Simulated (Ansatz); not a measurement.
# C4H6I: harmonic frequencies at the relaxed geometry in Python

At which frequencies does C4H6I vibrate? The task is harmonic frequencies at the relaxed geometry, for C4H6I.

Computed with Ansatz 0.2.0 through its Python package. Level of theory: r2SCAN+D4/def2-SVP.

## 1. Starting point

Bond lengths: C1–C2 1.499 Å, C2–C3 1.503 Å, C2–C4 1.342 Å, C4–I5 2.121 Å, C1–H6 1.110 Å, C1–H7 1.110 Å, C3–H8 1.111 Å, C3–H9 1.111 Å, C3–H10 1.111 Å, C4–H11 1.086 Å. Angles (14 of 15 angles, heavy atoms first): C1–C2–C3 119.5°, C1–C2–C4 120.7°, C3–C2–C4 119.8°, C2–C4–I5 123.3°, C2–C1–H6 110.1°, C2–C1–H7 110.1°, C2–C3–H8 109.8°, C2–C3–H9 109.8°, C2–C3–H10 110.9°, C2–C4–H11 120.0°, I5–C4–H11 116.7°, H6–C1–H7 109.9°, H8–C3–H9 109.2°, H8–C3–H10 108.5°.

No structure file is read: the coordinates are typed or built in the script.

## 2. Script

c4h6i.py reads:

```python
"""Harmonic frequencies of C4H6I at its relaxed geometry."""

import itertools

import ansatz as az
from ase.data import atomic_numbers, covalent_radii
import numpy as np

SETTINGS = {
    "basis": "def2-SVP",
    "xc": "r2scan",
    "vdw": "d4",
}

geometry_ang = [
    ("C", (-0.233, -1.1031, 1.067)),
    ("C", (0.1147, -0.1347, -0.0225)),
    ("C", (-0.6597, 1.1475, -0.147)),
    ("C", (1.1076, -0.4006, -0.8853)),
    ("I", (2.271, -2.1727, -0.8128)),
    ("H", (-0.0989, -0.6242, 2.0594)),
    ("H", (-1.2823, -1.4464, 0.951)),
    ("H", (-1.1527, 1.1951, -1.141)),
    ("H", (0.0261, 2.0141, -0.0369)),
    ("H", (-1.4422, 1.215, 0.6385)),
    ("H", (1.3494, 0.3099, -1.6705)),
]
geometry = az.Crystal.molecule()
for symbol, xyz in geometry_ang:
    geometry = geometry.atom(symbol, xyz)

calc = (
    geometry.calculation()
    .basis(gaussian=SETTINGS["basis"])
    .functional(SETTINGS["xc"], dispersion=SETTINGS["vdw"])
    .spin("collinear", total=1)
)
symbols = [site.symbol for site in geometry.cartesian_sites]
start = np.array([site.position_ang for site in geometry.cartesian_sites], dtype=float)
summary = calc.relax(force_tolerance=0.003, max_steps=100).run(threads=1, backend="cpu").report
end = np.array(summary["positions_ang"])

# pairs closer than 1.2 times the sum of covalent radii, before or after
radius = [covalent_radii[atomic_numbers[s]] for s in symbols]
span = lambda where, i, j: np.linalg.norm(where[i] - where[j])
bonded = [(i, j) for i, j in itertools.combinations(range(len(symbols)), 2) if min(span(start, i, j), span(end, i, j)) < 1.2 * (radius[i] + radius[j])]
print("pair        before    after (A)")
for i, j in bonded:
    print(f"{symbols[i]}{i}-{symbols[j]}{j}".ljust(10), f"{span(start, i, j):8.4f} {span(end, i, j):8.4f}")

# frequencies need a stationary point, so they are taken at the relaxed geometry
minimum = az.Crystal.molecule()
for symbol, place in zip(symbols, end):
    minimum = minimum.atom(symbol, place.tolist())
vibrating = (
    minimum.calculation()
    .basis(gaussian=SETTINGS["basis"])
    .functional(SETTINGS["xc"], dispersion=SETTINGS["vdw"])
    .spin("collinear", total=1)
    .phonons(temperatures=(298.15, 498.15, 100))
)
vib = vibrating.run(threads=1, backend="cpu").report["vibrations"]
sums = vib["harmonic_sums"]
modes = [m["omega_inv_cm"] for m in sums["modes_at_gamma"] if m["rigid_motion"] == "no"]
for number, w in enumerate(modes, start=1):
    print(f"mode {number:2d} {w:9.1f} 1/cm {w / 8065.544 * 1000:8.2f} meV")
print("imaginary modes:", sum(w < 0 for w in modes), " zero-point energy:", round(sums["zero_point_energy_ev"], 4), "eV")
print("T (K)   F_vib (eV)   S_vib (meV/K)   C_vib (meV/K)")
for row in zip(sums["temperatures_k"], sums["vibrational_free_energy_ev"], vib["entropy_ev_per_k"], vib["heat_capacity_ev_per_k"]):
    print(f"{row[0]:6.1f} {row[1]:11.4f} {1000 * row[2]:13.4f} {1000 * row[3]:15.4f}")

# all hydrogen replaced by deuterium
heavier = vibrating.phonons(masses={"H": 2.014102}).run(threads=1, backend="cpu").report["vibrations"]["harmonic_sums"]
print("deuterated (1/cm):", " ".join(f"{m['omega_inv_cm']:.0f}" for m in heavier["modes_at_gamma"] if m["rigid_motion"] == "no"))
print("zero-point energy falls by", round(sums["zero_point_energy_ev"] - heavier["zero_point_energy_ev"], 4), "eV")
```

## 3. What the engine is handed

The package turns the script's settings into the engine's input (first run):

```yaml
crystal:
  periodic: [false, false, false]
  atoms:
    - { symbol: C, position_ang: [-0.233, -1.1031, 1.067] }
    - { symbol: C, position_ang: [0.1147, -0.1347, -0.0225] }
    - { symbol: C, position_ang: [-0.6597, 1.1475, -0.147] }
    - { symbol: C, position_ang: [1.1076, -0.4006, -0.8853] }
    - { symbol: I, position_ang: [2.271, -2.1727, -0.8128] }
    - { symbol: H, position_ang: [-0.0989, -0.6242, 2.0594] }
    - { symbol: H, position_ang: [-1.2823, -1.4464, 0.951] }
    - { symbol: H, position_ang: [-1.1527, 1.1951, -1.141] }
    - { symbol: H, position_ang: [0.0261, 2.0141, -0.0369] }
    - { symbol: H, position_ang: [-1.4422, 1.215, 0.6385] }
    - { symbol: H, position_ang: [1.3494, 0.3099, -1.6705] }
basis:
  gaussian:
    orbitals: def2-SVP
hamiltonian:
  xc: r2scan
  dispersion: d4
magnetization:
  spin_polarized: true
  initial_magnetization: 1.0
relax:
  f_tol: 0.003
  max_steps: 100
```

## 4. Running it

Started as:

```
$ python c4h6i.py
```

Q: Predict the main results. Wanted: highest frequency; imaginary modes; zero-point energy.

The runs gave:

```
         quantity      value
    runs compared          3
highest frequency  3268 cm⁻¹
  imaginary modes          0
zero-point energy   2.282 eV
```

In words: Run 1: After 21 moves the largest shift is 1.422 Å, of atom 6 (H). So large a move can change the bonding: the results belong to the relaxed structure. A very small imaginary frequency is left, within numerical noise. The values are harmonic; measured fundamentals also hold anharmonic shifts, mostly downward for stretches. The frequencies are harmonic and unscaled, in a modest basis. def2 sets replace the cores of elements past krypton by effective core potentials. The run takes the species as open-shell (spin multiplicity 2), which needn't be its ground state.
